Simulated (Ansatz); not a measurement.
# WC: an axial (c/a) deformation path

One table from this session's results is given with a row withheld; the runs are named, their logs left out.

Method: DFT PBE, scalar-relativistic, plane waves, PAW, in Ansatz 0.2.0.

**Starting point**

It takes space group P-6m2 (No. 187, hexagonal). The conventional cell has a = 2.901 Å, b = 2.901 Å, c = 2.829 Å, α = 90.00°, β = 90.00°, γ = 120.00°. W (site symmetry -6m2) is surrounded by 6 C at 2.19 Å. Around C (site symmetry -6m2) lie 6 W at 2.19 Å.

Coordinates:

```xyz
2
Lattice="2.9005 0.0000 0.0000 -1.4503 2.5119 0.0000 0.0000 0.0000 2.8290" Properties=species:S:1:pos:R:3 pbc="T T T"
W     0.0000    0.0000    0.0000
C     1.4503    0.8373    1.4145
```

The cell is taken as given, not relaxed at this level.

**The reference cell**

The reference gives a free energy of -10636.0494 eV, pressure 8.46 GPa, largest force 0.000 eV/Å and gap on the mesh none (metal). It was computed beforehand with the settings of the runs below.

Set-up of the first run:

At fixed volume and fractional coordinates, lengths along (0.000, 0.000, 1.000) are scaled against those across it; ρ is that ratio over its starting value.

Input file input.yaml:

```yaml
crystal:
  lattice:
    - [3.0619642063, 0.0, 0.0]
    - [-1.5309821031, 2.6517387881, 0.0]
    - [0.0, 0.0, 2.5385101132]
  atoms:
    - { symbol: W, position: [0.0, 0.0, 0.0] }
    - { symbol: C, position: [0.6666666667, 0.3333333333, 0.5] }
basis:
  ecutwfc: 420
kpoints:
  mp_grid: { grid: [24, 24, 18] }
hamiltonian:
  xc: pbe
scf:
  occupations: { method: gaussian, width: 0.15 }
output:
  forces: true
  stress: true
  eigenvalues: true
```

The run is started by

```
$ ansatz run input.yaml --threads 1 --pin off --max-ram 2560MiB --backend cpu --events-out ev --progress --plain --runs-dir out
```

Among the steps run: Point ρ = 0.850; At ρ = 1.200; ρ = 0.920; At ρ = 1.100; At ρ = 0.960; Point ρ = 1.050; Point ρ = 0.800; Point ρ = 1.300.

One of the session's tables, all rows but one given; the rest of the session is left out.

Collected from the runs (energy zero: the undisturbed cell):

| ρ | ΔE (meV/atom) | pressure (GPa) |
| --- | --- | --- |
| 0.800 | 832.7 | 34.9 |
| 0.850 | ? | ? |
| 0.920 | 114.6 | 14.3 |
| 0.960 | 27.5 | 10.7 |
| 1.000 | 0.0 | 8.5 |
| 1.050 | 36.7 | 7.1 |
| 1.100 | 138.9 | 7.2 |
| 1.200 | 488.5 | 10.2 |
| 1.300 | 949.4 | 15.9 |

Estimate the missing values for ρ = 0.850.

Worked estimate for «ΔE (meV/atom)». A straight line through the neighbours (0.800, 832.7) and (0.920, 114.6) gives 832.7 + (114.6 − 832.7) × (0.850 − 0.800) / (0.920 − 0.800) = 533.5; a parabola fitted to 3 rows on both sides gives 450.2.

The run gave: ΔE (meV/atom): 439.6; pressure (GPa): 24.2. In «ΔE (meV/atom)» the line misses by +93.9 and the parabola by +10.6.
